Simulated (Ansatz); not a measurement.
# CsSnI3: Wannier functions and tight-binding models

Aim: build maximally localised Wannier functions for CsSnI3 from several sets of trial orbitals, and check spreads and centres, and how well the models interpolate the bands. Plan: PBE, anion s p, 4×4×4; PBE, anion s p, 2×2×2; PBE, anion p, 4×4×4; r2SCAN, anion s p, 4×4×4; r2SCAN, anion p, 4×4×4 (level, trial orbitals, Wannier mesh).

The COD cell was measured well above room temperature, so it is larger than a cold one.

Program: Ansatz 0.2.0. Level of theory: plane waves, PAW. These are calculated values, not measurements.

1 further run of the same task is left out (it didn't finish).

## (1) Starting point

The structure is cubic, space group Pm-3m (No. 221). The conventional cell has a = 6.241 Å, b = 6.241 Å, c = 6.241 Å, α = 90.00°, β = 90.00°, γ = 90.00°. Cs (site symmetry m-3m) is surrounded by 12 I at 4.41 Å. Sn (site symmetry m-3m) is surrounded by 6 I at 3.12 Å. I (site symmetry 4/mmm) is surrounded by 2 Sn at 3.12 Å and 4 Cs at 4.41 Å.

As a file:

```cif
data_structure
_symmetry_space_group_name_H-M 'P 1'
_symmetry_Int_Tables_number 1
_cell_length_a 6.2414
_cell_length_b 6.2414
_cell_length_c 6.2414
_cell_angle_alpha 90.000
_cell_angle_beta 90.000
_cell_angle_gamma 90.000
_cell_volume 243.13
loop_
_atom_site_label
_atom_site_type_symbol
_atom_site_fract_x
_atom_site_fract_y
_atom_site_fract_z
_atom_site_occupancy
Cs1 Cs 0.00000 0.00000 0.00000 1
Sn1 Sn 0.50000 0.50000 0.50000 1
I1 I 0.00000 0.50000 0.50000 1
I2 I 0.50000 0.00000 0.50000 1
I3 I 0.50000 0.50000 0.00000 1
```

Cell and atoms come from an earlier r2SCAN relaxation. No run includes spin-orbit coupling, which matters for Cs, I, Sn.

## (2) PBE, anion s p, 4×4×4

File input.yaml:

```yaml
crystal:
  lattice:
    - [6.2414001385, 0.0, 0.0]
    - [0.0, 6.2414001385, 0.0]
    - [0.0, 0.0, 6.2414001385]
  atoms:
    - { symbol: Cs, position: [0.0, 0.0, 0.0] }
    - { symbol: Sn, position: [0.5, 0.5, 0.5] }
    - { symbol: I, position: [0.0, 0.5, 0.5] }
    - { symbol: I, position: [0.5, 0.0, 0.5] }
    - { symbol: I, position: [0.5, 0.5, 0.0] }
kpoints:
  mp_grid: { grid: [4, 4, 4] }
  band_path:
    path:
      - [[0.0, 0.0, 0.0], [-7.165671934476e-52, 0.5, 2.571444843629e-35], [0.5, 0.5, 6.685756593436e-35], [0.0, 0.0, 0.0], [0.5, 0.5, 0.5], [-7.165671934476e-52, 0.5, 2.571444843629e-35]]
      - [[0.5, 0.5, 0.5], [0.5, 0.5, 6.685756593436e-35]]
    npoints: 10
hamiltonian:
  xc: pbe
scf:
  occupations: { method: fixed }
  n_extra_bands: 6
output:
  forces: false
  stress: false
  eigenvalues: true
  wannier:
    kmesh: [4, 4, 4]
    projections: [{ species: I, l: s, shell: 5 }, { species: I, l: p, shell: 5 }]
    minimise: true
    write_hr: true
    conv_tol: 1.0e-08
    max_iter: 3000
  write_density: true
  write_potential: true
  elf: true
  volumetric_format: npy
```

On the command line:

```console
$ ansatz run input.yaml --threads 4 --pin off --max-ram 5529MiB --backend cpu --events-out ev --progress --plain --runs-dir out
```

After this run come: PBE, anion s p, 2×2×2; PBE, anion p, 4×4×4; r2SCAN, anion s p, 4×4×4; r2SCAN, anion p, 4×4×4.

**Question.** What will the summary of the whole plan be? Wanted: total spread, PBE, anion s p, 4×4×4; total spread, PBE, anion s p, 2×2×2; total spread, PBE, anion p, 4×4×4; total spread, r2SCAN, anion s p, 4×4×4; total spread, r2SCAN, anion p, 4×4×4; centres of the first set.

As calculated:

| quantity | value |
| --- | --- |
| total spread, PBE, anion s p, 4×4×4 | 30.76 Å² over 12 functions |
| total spread, PBE, anion s p, 2×2×2 | 23.54 Å² over 12 functions |
| total spread, PBE, anion p, 4×4×4 | 29.65 Å² over 9 functions |
| total spread, r2SCAN, anion s p, 4×4×4 | 30.47 Å² over 12 functions |
| total spread, r2SCAN, anion p, 4×4×4 | 29.35 Å² over 9 functions |
| centres of the first set | 0.00 to 0.60 Å from the nearest atom |

In words: With PBE, anion s p, 4×4×4 the 12 functions move off the atoms, with a mean spread of 2.56 Å²; 87 % of the total is gauge invariant. The total spread goes from 23.54 Å² on 2×2×2 to 30.76 Å² on 4×4×4: finite differences in k understate it on coarse meshes, while the largest miss of a band goes from 0.53 to 0.29 eV. On one set and mesh the functional gives 30.76 (PBE), 30.47 (r2SCAN) Å².
